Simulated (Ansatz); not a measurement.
Nudged elastic band run: Sn8O14F, charge +1

The input (input.yaml):

```yaml
crystal:
  lattice:
    - [-4.738, -4.738, 0.0]
    - [4.738, -4.738, 0.0]
    - [0.0, 0.0, 6.373]
  atoms:
    - { symbol: Sn, position: [0.50078201, 0.49922455, 0.0002874] }
    - { symbol: Sn, position: [-0.00156148, 0.49929861, 0.24914354] }
    - { symbol: O, position: [0.19533599, 0.49913189, 0.00034218] }
    - { symbol: O, position: [9.179e-05, 0.19138642, 0.24515123] }
    - { symbol: O, position: [0.80345147, 0.49938564, 0.00035813] }
    - { symbol: O, position: [0.00025873, 0.80718481, 0.24512793] }
    - { symbol: Sn, position: [0.49741885, 0.49934462, 0.50030337] }
    - { symbol: Sn, position: [-0.00157538, 0.49930671, 0.75151265] }
    - { symbol: O, position: [0.19350617, 0.49921343, 0.50032248] }
    - { symbol: O, position: [0.00018475, 0.19138742, 0.75567318] }
    - { symbol: O, position: [0.80245739, 0.49933484, 0.50032573] }
    - { symbol: O, position: [0.00029379, 0.8071915, 0.75567433] }
    - { symbol: Sn, position: [0.06679815, -0.00068744, 0.00041557] }
    - { symbol: Sn, position: [0.48357199, -0.00075772, 0.2523331] }
    - { symbol: F, position: [0.70284949, -0.00085214, 0.00041139] }
    - { symbol: O, position: [0.49782626, 0.69689768, 0.2468429] }
    - { symbol: O, position: [0.49794216, 0.30156136, 0.24691161] }
    - { symbol: Sn, position: [-0.01618268, -0.00071662, 0.50042722] }
    - { symbol: Sn, position: [0.48332834, -0.00072061, 0.74865751] }
    - { symbol: O, position: [0.68019581, -0.00108675, 0.50051601] }
    - { symbol: O, position: [0.49777502, 0.69690506, 0.75377098] }
    - { symbol: O, position: [0.29115634, -0.00081085, 0.50038242] }
    - { symbol: O, position: [0.49801035, 0.30161698, 0.75367885] }
total_charge: 1
basis:
  ecutwfc: 420.0
kpoints:
  mp_grid: { grid: [2, 2, 2] }
hamiltonian:
  xc: pbe
  pseudopotentials: { kind: paw, azcp: { folder: soft_1 } }
scf:
  occupations: { method: gaussian, width: 0.02 }
  lower_state_search: "off"
neb:
  images: 5
  f_tol: 0.05
  initial_path: idpp
  max_iterations: 40
  final_atoms:
    - { symbol: Sn, position: [0.49821412, 0.5, 0.0] }
    - { symbol: Sn, position: [0.00062372, 0.5, 0.24880248] }
    - { symbol: O, position: [0.19558276, 0.5, 0.0] }
    - { symbol: O, position: [-0.00079406, 0.19198196, 0.24446212] }
    - { symbol: O, position: [0.8036846, 0.5, 0.0] }
    - { symbol: O, position: [-0.00079406, 0.80801804, 0.24446212] }
    - { symbol: Sn, position: [0.50169708, 0.5, 0.5] }
    - { symbol: Sn, position: [0.00062372, 0.5, 0.75119752] }
    - { symbol: O, position: [0.19663447, 0.5, 0.5] }
    - { symbol: O, position: [-0.00079406, 0.19198196, 0.75553788] }
    - { symbol: O, position: [0.80559946, 0.5, 0.5] }
    - { symbol: O, position: [-0.00079406, 0.80801804, 0.75553788] }
    - { symbol: Sn, position: [-0.06878122, 0.0, 0.0] }
    - { symbol: Sn, position: [0.51551419, 0.0, 0.25201583] }
    - { symbol: F, position: [0.29763528, 0.0, 0.0] }
    - { symbol: O, position: [0.50134576, 0.69774267, 0.24650176] }
    - { symbol: O, position: [0.50134576, 0.30225733, 0.24650176] }
    - { symbol: Sn, position: [0.01533968, 0.0, 0.5] }
    - { symbol: Sn, position: [0.51551419, 0.0, 0.74798417] }
    - { symbol: O, position: [0.7079673, 0.0, 0.5] }
    - { symbol: O, position: [0.50134576, 0.69774267, 0.75349824] }
    - { symbol: O, position: [0.31904385, 0.0, 0.5] }
    - { symbol: O, position: [0.50134576, 0.30225733, 0.75349824] }
  order_check: true
```

Command:

```bash
$ ansatz run input.yaml --threads 2 --pin off --max-ram 5120MiB --backend cpu --events-out ev --progress --plain --runs-dir out
```

Output, in part (warnings, iteration lines):

```
NEB end point (image 0): max|allowed force component| = 2.956e-2 eV/Å (the criterion of neb.relax_end_points is 1.000e-2)
NEB end point (image 6): max|allowed force component| = 2.284e-2 eV/Å (the criterion of neb.relax_end_points is 1.000e-2)
NEB iter   1: max|band force component| = 2.803e0 eV/Å  barrier→ = 5.1127 eV  barrier← = 5.1129 eV  Δτ_max = 0.1395 Å  (72 SCF iters)
NEB iter   2: max|band force component| = 7.487e-1 eV/Å  barrier→ = 4.8248 eV  barrier← = 4.8250 eV  Δτ_max = 0.1727 Å  (45 SCF iters)
NEB iter   3: max|band force component| = 7.335e-1 eV/Å  barrier→ = 4.7351 eV  barrier← = 4.7353 eV  Δτ_max = 0.1933 Å  (45 SCF iters)
NEB iter   4: max|band force component| = 8.971e-1 eV/Å  barrier→ = 4.4741 eV  barrier← = 4.4743 eV  Δτ_max = 0.0978 Å  (47 SCF iters)
NEB iter   5: max|band force component| = 7.860e-1 eV/Å  barrier→ = 4.2255 eV  barrier← = 4.2257 eV  Δτ_max = 0.0968 Å  (51 SCF iters)
NEB iter   6: max|band force component| = 7.016e-1 eV/Å  barrier→ = 3.9973 eV  barrier← = 3.9975 eV  Δτ_max = 0.1036 Å  (43 SCF iters)
NEB iter   7: max|band force component| = 9.747e-1 eV/Å  barrier→ = 3.9082 eV  barrier← = 3.9084 eV  Δτ_max = 0.2000 Å  (43 SCF iters)
NEB iter   8: max|band force component| = 4.901e-1 eV/Å  barrier→ = 3.8449 eV  barrier← = 3.8451 eV  CI = image 3  Δτ_max = 0.1295 Å  (42 SCF iters)
[... lines left out ...]
NEB iter  28: max|band force component| = 8.599e-2 eV/Å  barrier→ = 3.0040 eV  barrier← = 3.0043 eV  CI = image 3  Δτ_max = 0.0397 Å  (42 SCF iters)
```

It converged. Neighbouring images differ by up to 1.7 eV, so the band resolves the path poorly. By the program's own check the climbing image is a first-order saddle point (lowest curvatures found: -9.19 and 0.08 eV/Å²). Limits of this set-up: coarse k mesh, no spin, though dangling bonds at a vacancy may carry it, a small cell, in which the defect meets its images, charged cell in a uniform background, uncorrected.

Final band:

```csv
image,path coordinate (Å),energy (eV)
0,0.00,0.00
1,0.72,0.28
2,1.43,1.45
3,2.15,3.00
4,3.06,2.15
5,3.98,0.44
6,4.89,0.00
```

Run time: 31 min on 2 threads of Arm Neoverse V2, on a shared host, peak memory 1.5 GiB.
